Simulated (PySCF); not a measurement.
# C₃H₉Tl: NMR shieldings

Aim: compute the NMR shieldings of C₃H₉Tl (`[CH3][Tl]([CH3])[CH3]`).

Computed with PySCF 2.14.0 and routines of our own; the level stands in each step. Atoms count from 0.

## 1. The system as given

13 atoms, charge 0, multiplicity 1; geometry from: GFN2-xTB.

## 2. NMR shieldings: PBE0/pcJ-1 Tl:dyall-v2z, spin–orbit

What the job is given:

```
{"job": {"xc": "PBE0", "basis": {"default": "pcJ-1", "Tl": "dyall-v2z"}, "rel": "so", "kind": "hnmr"}, "charge": 0, "multiplicity": 1}
C     -0.482377     2.279627    -0.153389
Tl     0.000956    -0.000003     0.025993
C      2.221995    -0.716320     0.153341
C     -1.740289    -1.559091     0.012677
H     -0.405019     2.577907    -1.195740
H      0.221664     2.869105     0.424500
H     -1.487632     2.494951     0.191890
H      2.414596    -1.151580     1.130052
H      2.908787     0.108532    -0.001074
H      2.409624    -1.475086    -0.600539
H     -2.643772    -1.128462     0.431056
H     -1.943348    -1.851681    -1.014509
H     -1.479573    -2.447413     0.578016
```

Method: PBE0/pcJ-1 Tl:dyall-v2z GIAO NMR shielding, X2C with spin-orbit coupling, screened-nuclear two-electron part, Gaussian nuclei, gas phase.

The run is started by

```
$ OMP_NUM_THREADS=1 python heavy_run.py task.json out
```

The driver reads the jobs from task.json and runs them one after another.

Output:

```text
spin-free SCF
coarse grid: 46344 points
cycle   1  E = -20368.8312072825  dE = -1.178e+00  |g| = 1.813e+00  |ddm| = 2.830e+00
cycle   2  E = -20368.7771839352  dE =  5.402e-02  |g| = 9.488e-01  |ddm| = 1.223e+00
cycle   3  E = -20368.8477889279  dE = -7.060e-02  |g| = 7.952e-01  |ddm| = 1.179e+00
cycle   4  E = -20368.9137685643  dE = -6.598e-02  |g| = 8.773e-02  |ddm| = 4.267e-01
cycle   5  E = -20368.9153111614  dE = -1.543e-03  |g| = 4.531e-03  |ddm| = 6.298e-02
cycle   6  E = -20368.9153121854  dE = -1.024e-06  |g| = 1.409e-03  |ddm| = 3.648e-03
final grid: 96776 points
cycle   7  E = -20368.9107455124  dE = -2.246e-04  |g| = 6.583e-02  |ddm| = 1.945e-03
cycle   8  E = -20368.9107453611  dE =  1.513e-07  |g| = 2.865e-03  |ddm| = 2.043e-03
cycle   9  E = -20368.9107450300  dE =  3.311e-07  |g| = 3.755e-03  |ddm| = 2.599e-03
cycle  10  E = -20368.9107457977  dE = -7.677e-07  |g| = 2.069e-04  |ddm| = 1.590e-03
cycle  11  E = -20368.9107458084  dE = -1.068e-08  |g| = 3.792e-05  |ddm| = 2.171e-04
cycle  12  E = -20368.9107458087  dE = -2.874e-10  |g| = 4.989e-06  |ddm| = 3.576e-05
converged SCF energy = -20368.9107458087
two-component SCF
cycle   1  E = -20356.1671524783  dE = -2.036e+04  |FDS-SDF| = 6.046e+02
cycle   2  E = -20391.5860394285  dE = -3.542e+01  |FDS-SDF| = 1.981e+00
cycle   3  E = -20391.5919973281  dE = -5.958e-03  |FDS-SDF| = 1.589e-01
cycle   4  E = -20391.5919896135  dE =  7.715e-06  |FDS-SDF| = 1.415e-01
cycle   5  E = -20391.5923791867  dE = -3.896e-04  |FDS-SDF| = 1.783e-02
cycle   6  E = -20391.5923953712  dE = -1.618e-05  |FDS-SDF| = 3.313e-03
cycle   7  E = -20391.5923972578  dE = -1.887e-06  |FDS-SDF| = 6.952e-04
cycle   8  E = -20391.5923975763  dE = -3.186e-07  |FDS-SDF| = 2.826e-04
cycle   9  E = -20391.5923976083  dE = -3.196e-08  |FDS-SDF| = 6.325e-05
cycle  10  E = -20391.5923976103  dE = -1.961e-09  |FDS-SDF| = 6.159e-06
converged, E = -20391.5923976103

Field gradients (au) and densities at the nuclei (bohr^-3)
atom        Vxx        Vyy        Vzz        centre      nuclear mean
  0 C     -0.0407    -0.0634     0.1041        125.755        125.752
  1 Tl    -6.7741    -6.7911    13.5652    2526456.250    2305352.862
  2 C     -0.0423    -0.0635     0.1058        125.754        125.752
  3 C     -0.0412    -0.0643     0.1054        125.754        125.752
  4 H     -0.1560    -0.1626     0.3186          0.474          0.474
  5 H     -0.1564    -0.1649     0.3213          0.476          0.476
  6 H     -0.1564    -0.1654     0.3219          0.476          0.476
  7 H     -0.1561    -0.1631     0.3192          0.474          0.474
  8 H     -0.1562    -0.1655     0.3217          0.477          0.477
  9 H     -0.1561    -0.1637     0.3198          0.475          0.475
 10 H     -0.1563    -0.1650     0.3214          0.476          0.476
 11 H     -0.1559    -0.1623     0.3182          0.474          0.474
 12 H     -0.1563    -0.1651     0.3215          0.476          0.476
without picture change
  1 Tl                          17.5217                   6660746.072

Core orbital energies (eV)
atom   shell        mean    spread
  1 Tl 1s       -85436.408   0.000
  1 Tl 2s       -15246.852   0.000
  1 Tl 3s        -3657.480   0.000
  1 Tl 4s         -825.901   0.000
  1 Tl 5s         -135.904   0.000
  1 Tl 2p1/2    -14630.673   0.000
  1 Tl 2p3/2    -12571.461   0.026
  1 Tl 3p1/2     -3379.895   0.000
  1 Tl 3p3/2     -2919.726   0.072
  1 Tl 4p1/2      -705.937   0.000
  1 Tl 4p3/2      -593.516   0.125
  1 Tl 5p1/2       -95.118   0.000
  1 Tl 5p3/2       -74.686   0.179
  1 Tl 3d3/2     -2463.002   0.067
  1 Tl 3d5/2     -2364.834   0.087
  1 Tl 4d3/2      -397.658   0.129
  1 Tl 4d5/2      -376.418   0.168
  1 Tl 5d3/2       -18.730   0.075
  1 Tl 5d5/2       -16.490   0.096
  1 Tl 4f5/2      -121.848   0.174
  1 Tl 4f7/2      -117.234   0.195

Shielding tensors (ppm)
atom      isotropic    diamagn.    paramagn.     s11        s22        s33       span
  0 C       146.58      249.74     -103.17      69.70     173.75     196.28     126.59
  1 Tl    10288.04     8682.64     1605.39    9478.03   10683.63   10702.45    1224.41
  2 C       147.32      249.72     -102.40      70.42     175.30     196.24     125.81
  3 C       147.16      249.73     -102.56      70.27     174.99     196.23     125.95
  4 H        31.21       30.06        1.15      25.94      27.34      40.33      14.39
  5 H        30.60       30.16        0.44      24.28      28.45      39.09      14.81
  6 H        30.49       30.20        0.29      24.03      28.68      38.77      14.74
  7 H        31.07       30.02        1.05      25.38      27.67      40.15      14.77
  8 H        30.37       30.22        0.14      23.78      28.84      38.48      14.70
  9 H        30.87       30.11        0.76      24.78      28.15      39.68      14.90
 10 H        30.55       30.19        0.36      24.11      28.63      38.92      14.80
 11 H        31.25       30.05        1.20      25.99      27.34      40.42      14.44
 12 H        30.51       30.15        0.36      24.07      28.50      38.95      14.88
```

It took 4.6 min on 1 thread of Intel Xeon 6975P-C, shared host; peak memory 2.2 GiB.

In short:

```
                       quantity        value
energy from spin-orbit coupling  -22.6817 Eh
```

## 3. NMR shieldings: PBE0/pcJ-1 Tl:dyall-v2z, spin–orbit

Settings changed since step 2:

```diff
@@ -1,2 +1,2 @@
-{"job": {"xc": "PBE0", "basis": {"default": "pcJ-1", "Tl": "dyall-v2z"}, "rel": "so", "kind": "hnmr"}, "charge": 0, "multiplicity": 1}
+{"job": {"xc": "PBE0", "basis": {"default": "pcJ-1", "Tl": "dyall-v2z"}, "rel": "so", "snso": false, "kind": "hnmr"}, "charge": 0, "multiplicity": 1}
 C     -0.482377     2.279627    -0.153389
```

Method: PBE0/pcJ-1 Tl:dyall-v2z GIAO NMR shielding, X2C with spin-orbit coupling, one-electron part alone, Gaussian nuclei, gas phase.

Output:

```text
spin-free SCF
coarse grid: 46344 points
cycle   1  E = -20368.8312072825  dE = -1.178e+00  |g| = 1.813e+00  |ddm| = 2.830e+00
cycle   2  E = -20368.7771839352  dE =  5.402e-02  |g| = 9.488e-01  |ddm| = 1.223e+00
cycle   3  E = -20368.8477889279  dE = -7.060e-02  |g| = 7.952e-01  |ddm| = 1.179e+00
cycle   4  E = -20368.9137685643  dE = -6.598e-02  |g| = 8.773e-02  |ddm| = 4.267e-01
cycle   5  E = -20368.9153111614  dE = -1.543e-03  |g| = 4.531e-03  |ddm| = 6.298e-02
cycle   6  E = -20368.9153121854  dE = -1.024e-06  |g| = 1.409e-03  |ddm| = 3.648e-03
final grid: 96776 points
cycle   7  E = -20368.9107455124  dE = -2.246e-04  |g| = 6.583e-02  |ddm| = 1.945e-03
cycle   8  E = -20368.9107453611  dE =  1.513e-07  |g| = 2.865e-03  |ddm| = 2.043e-03
cycle   9  E = -20368.9107450300  dE =  3.311e-07  |g| = 3.755e-03  |ddm| = 2.599e-03
cycle  10  E = -20368.9107457977  dE = -7.677e-07  |g| = 2.069e-04  |ddm| = 1.590e-03
cycle  11  E = -20368.9107458084  dE = -1.068e-08  |g| = 3.792e-05  |ddm| = 2.171e-04
cycle  12  E = -20368.9107458087  dE = -2.874e-10  |g| = 4.989e-06  |ddm| = 3.576e-05
converged SCF energy = -20368.9107458087
two-component SCF
cycle   1  E = -20355.4694617230  dE = -2.036e+04  |FDS-SDF| = 6.194e+02
cycle   2  E = -20392.9035364888  dE = -3.743e+01  |FDS-SDF| = 2.049e+00
cycle   3  E = -20392.9100429858  dE = -6.506e-03  |FDS-SDF| = 1.701e-01
cycle   4  E = -20392.9100325918  dE =  1.039e-05  |FDS-SDF| = 1.507e-01
cycle   5  E = -20392.9104723414  dE = -4.397e-04  |FDS-SDF| = 1.902e-02
cycle   6  E = -20392.9104904769  dE = -1.814e-05  |FDS-SDF| = 3.548e-03
cycle   7  E = -20392.9104925791  dE = -2.102e-06  |FDS-SDF| = 7.225e-04
cycle   8  E = -20392.9104929198  dE = -3.407e-07  |FDS-SDF| = 2.989e-04
cycle   9  E = -20392.9104929557  dE = -3.594e-08  |FDS-SDF| = 6.667e-05
cycle  10  E = -20392.9104929581  dE = -2.354e-09  |FDS-SDF| = 6.610e-06
converged, E = -20392.9104929581

Field gradients (au) and densities at the nuclei (bohr^-3)
atom        Vxx        Vyy        Vzz        centre      nuclear mean
  0 C     -0.0410    -0.0637     0.1047        125.755        125.752
  1 Tl    -6.7722    -6.7890    13.5612    2527422.292    2306270.236
  2 C     -0.0426    -0.0638     0.1064        125.754        125.752
  3 C     -0.0415    -0.0645     0.1060        125.755        125.752
  4 H     -0.1560    -0.1626     0.3186          0.474          0.474
  5 H     -0.1564    -0.1649     0.3213          0.476          0.476
  6 H     -0.1564    -0.1654     0.3219          0.476          0.476
  7 H     -0.1561    -0.1631     0.3191          0.474          0.474
  8 H     -0.1562    -0.1655     0.3217          0.477          0.477
  9 H     -0.1561    -0.1637     0.3198          0.475          0.475
 10 H     -0.1564    -0.1650     0.3214          0.476          0.476
 11 H     -0.1559    -0.1623     0.3182          0.474          0.474
 12 H     -0.1563    -0.1651     0.3214          0.476          0.476
without picture change
  1 Tl                          17.5154                   6660687.102

Core orbital energies (eV)
atom   shell        mean    spread
  1 Tl 1s       -85434.993   0.000
  1 Tl 2s       -15246.448   0.000
  1 Tl 3s        -3657.358   0.000
  1 Tl 4s         -825.872   0.000
  1 Tl 5s         -135.900   0.000
  1 Tl 2p1/2    -14672.153   0.000
  1 Tl 2p3/2    -12556.518   0.026
  1 Tl 3p1/2     -3389.023   0.000
  1 Tl 3p3/2     -2916.330   0.072
  1 Tl 4p1/2      -708.186   0.000
  1 Tl 4p3/2      -592.693   0.124
  1 Tl 5p1/2       -95.538   0.000
  1 Tl 5p3/2       -74.539   0.178
  1 Tl 3d3/2     -2471.504   0.066
  1 Tl 3d5/2     -2359.380   0.087
  1 Tl 4d3/2      -399.506   0.128
  1 Tl 4d5/2      -375.251   0.168
  1 Tl 5d3/2       -18.932   0.079
  1 Tl 5d5/2       -16.371   0.098
  1 Tl 4f5/2      -123.257   0.174
  1 Tl 4f7/2      -116.200   0.194

Shielding tensors (ppm)
atom      isotropic    diamagn.    paramagn.     s11        s22        s33       span
  0 C       145.58      249.74     -104.17      67.84     173.45     195.44     127.60
  1 Tl    10254.92     8685.49     1569.43    9397.66   10673.79   10693.31    1295.65
  2 C       146.33      249.72     -103.39      68.58     175.02     195.39     126.81
  3 C       146.17      249.73     -103.55      68.43     174.71     195.38     126.95
  4 H        31.20       30.05        1.15      25.94      27.33      40.33      14.39
  5 H        30.59       30.16        0.43      24.24      28.44      39.08      14.84
  6 H        30.47       30.20        0.28      23.99      28.67      38.76      14.78
  7 H        31.06       30.02        1.04      25.37      27.67      40.14      14.78
  8 H        30.34       30.22        0.12      23.72      28.83      38.47      14.75
  9 H        30.86       30.11        0.75      24.76      28.14      39.67      14.91
 10 H        30.53       30.19        0.35      24.07      28.62      38.91      14.83
 11 H        31.24       30.04        1.20      25.98      27.33      40.41      14.43
 12 H        30.49       30.14        0.35      24.03      28.49      38.94      14.91
```

It took 4.7 min on 1 thread of Intel Xeon 6975P-C, shared host; peak memory 2.2 GiB.

In short:

```
                       quantity        value
energy from spin-orbit coupling  -23.9997 Eh
```

## 4. NMR shieldings: PBE0/pcJ-1 Tl:dyall-v2z, spin-free

Settings changed since step 3:

```diff
@@ -1,2 +1,2 @@
-{"job": {"xc": "PBE0", "basis": {"default": "pcJ-1", "Tl": "dyall-v2z"}, "rel": "so", "snso": false, "kind": "hnmr"}, "charge": 0, "multiplicity": 1}
+{"job": {"xc": "PBE0", "basis": {"default": "pcJ-1", "Tl": "dyall-v2z"}, "rel": "sf", "kind": "hnmr"}, "charge": 0, "multiplicity": 1}
 C     -0.482377     2.279627    -0.153389
```

Level: PBE0/pcJ-1 Tl:dyall-v2z GIAO NMR shielding, spin-free X2C, Gaussian nuclei, gas phase.

Output:

```text
spin-free SCF
coarse grid: 46344 points
cycle   1  E = -20368.8312072825  dE = -1.178e+00  |g| = 1.813e+00  |ddm| = 2.830e+00
cycle   2  E = -20368.7771839352  dE =  5.402e-02  |g| = 9.488e-01  |ddm| = 1.223e+00
cycle   3  E = -20368.8477889279  dE = -7.060e-02  |g| = 7.952e-01  |ddm| = 1.179e+00
cycle   4  E = -20368.9137685643  dE = -6.598e-02  |g| = 8.773e-02  |ddm| = 4.267e-01
cycle   5  E = -20368.9153111614  dE = -1.543e-03  |g| = 4.531e-03  |ddm| = 6.298e-02
cycle   6  E = -20368.9153121854  dE = -1.024e-06  |g| = 1.409e-03  |ddm| = 3.648e-03
final grid: 96776 points
cycle   7  E = -20368.9107455124  dE = -2.246e-04  |g| = 6.583e-02  |ddm| = 1.945e-03
cycle   8  E = -20368.9107453611  dE =  1.513e-07  |g| = 2.865e-03  |ddm| = 2.043e-03
cycle   9  E = -20368.9107450300  dE =  3.311e-07  |g| = 3.755e-03  |ddm| = 2.599e-03
cycle  10  E = -20368.9107457977  dE = -7.677e-07  |g| = 2.069e-04  |ddm| = 1.590e-03
cycle  11  E = -20368.9107458084  dE = -1.068e-08  |g| = 3.792e-05  |ddm| = 2.171e-04
cycle  12  E = -20368.9107458087  dE = -2.874e-10  |g| = 4.989e-06  |ddm| = 3.576e-05
converged SCF energy = -20368.9107458087
check of the scalar solution
cycle   1  E = -20368.9107458087  dE = -2.037e+04  |FDS-SDF| = 4.989e-06
cycle   2  E = -20368.9107458088  dE = -4.002e-11  |FDS-SDF| = 6.692e-06
converged, E = -20368.9107458088

Field gradients (au) and densities at the nuclei (bohr^-3)
atom        Vxx        Vyy        Vzz        centre      nuclear mean
  0 C     -0.0361    -0.0592     0.0953        125.753        125.751
  1 Tl    -6.6536    -6.6715    13.3251    2505796.662    2285814.630
  2 C     -0.0376    -0.0594     0.0970        125.753        125.751
  3 C     -0.0365    -0.0601     0.0967        125.753        125.751
  4 H     -0.1560    -0.1629     0.3189          0.474          0.474
  5 H     -0.1563    -0.1652     0.3215          0.476          0.476
  6 H     -0.1563    -0.1658     0.3221          0.476          0.476
  7 H     -0.1560    -0.1634     0.3194          0.474          0.474
  8 H     -0.1561    -0.1658     0.3219          0.477          0.477
  9 H     -0.1560    -0.1640     0.3200          0.475          0.475
 10 H     -0.1563    -0.1653     0.3216          0.476          0.476
 11 H     -0.1558    -0.1626     0.3184          0.474          0.474
 12 H     -0.1562    -0.1654     0.3217          0.476          0.476
without picture change
  1 Tl                          17.6597                   6661855.501

Core orbital energies (eV)
atom   shell        mean    spread
  1 Tl 1s       -85459.893   0.000
  1 Tl 2s       -15252.628   0.000
  1 Tl 3s        -3659.253   0.000
  1 Tl 4s         -826.445   0.000
  1 Tl 5s         -136.047   0.000
  1 Tl 2p       -13184.064   0.038
  1 Tl 3p        -3058.090   0.108
  1 Tl 4p         -627.281   0.189
  1 Tl 5p          -80.775   0.271
  1 Tl 3d        -2404.640   0.098
  1 Tl 4d         -385.066   0.192
  1 Tl 5d          -17.423   0.190
  1 Tl 4f         -119.415   0.210

Shielding tensors (ppm)
atom      isotropic    diamagn.    paramagn.     s11        s22        s33       span
  0 C       171.86      250.59      -78.73     144.57     172.74     198.26      53.69
  1 Tl     4862.08    10130.19    -5268.10    4475.85    4487.82    5622.59    1146.74
  2 C       172.34      250.57      -78.23     144.66     174.18     198.18      53.52
  3 C       172.23      250.57      -78.34     144.62     173.87     198.19      53.57
  4 H        31.22       30.06        1.16      26.09      27.77      39.81      13.72
  5 H        30.78       30.13        0.65      25.15      28.15      39.05      13.90
  6 H        30.70       30.17        0.53      24.92      28.27      38.89      13.97
  7 H        31.14       30.02        1.12      25.84      27.85      39.73      13.89
  8 H        30.59       30.18        0.41      24.73      28.33      38.72      13.99
  9 H        30.97       30.09        0.87      25.45      28.07      39.40      13.95
 10 H        30.74       30.16        0.58      25.01      28.24      38.96      13.96
 11 H        31.26       30.05        1.21      26.09      27.78      39.89      13.80
 12 H        30.71       30.11        0.60      24.98      28.17      38.98      14.00
```

Run time: 81 s. Hardware: 1 thread of Intel Xeon 6975P-C, shared host; peak memory 1.8 GiB.

## 5. Shieldings side by side

```
                                                                  run      Tl1     C0     C3     C2    H8   H12    H6     time
                          step 2, PBE0/pcJ-1 Tl:dyall-v2z, spin–orbit  10288.0  146.6  147.2  147.3  30.4  30.5  30.5  4.6 min
step 3, PBE0/pcJ-1 Tl:dyall-v2z, spin–orbit (one-electron part alone)  10254.9  145.6  146.2  146.3  30.3  30.5  30.5  4.7 min
                           step 4, PBE0/pcJ-1 Tl:dyall-v2z, spin-free   4862.1  171.9  172.2  172.3  30.6  30.7  30.7     81 s
```

## 6. What came out

| quantity | value |
| --- | --- |
| energy from spin-orbit coupling (step 2, PBE0/pcJ-1 Tl:dyall-v2z, spin–orbit) | -22.6817 Eh |
| shieldings (step 2, PBE0/pcJ-1 Tl:dyall-v2z, spin–orbit) | C0 146.6, Tl1 10288.0, C2 147.3, C3 147.2 ppm |
| energy from spin-orbit coupling (step 3, PBE0/pcJ-1 Tl:dyall-v2z, spin–orbit (one-electron part alone)) | -23.9997 Eh |
| shieldings (step 3, PBE0/pcJ-1 Tl:dyall-v2z, spin–orbit (one-electron part alone)) | C0 145.6, Tl1 10254.9, C2 146.3, C3 146.2 ppm |
| shieldings (step 4, PBE0/pcJ-1 Tl:dyall-v2z, spin-free) | C0 171.9, Tl1 4862.1, C2 172.3, C3 172.2 ppm |

In words: In step 2, Tl1 has the widest tensor, 1224 ppm. Tl1 moves most between the runs, by 5426 ppm; the labels say what changes from run to run. The geometry comes from tight binding, which is rough for metal atoms, and these values hang on it.
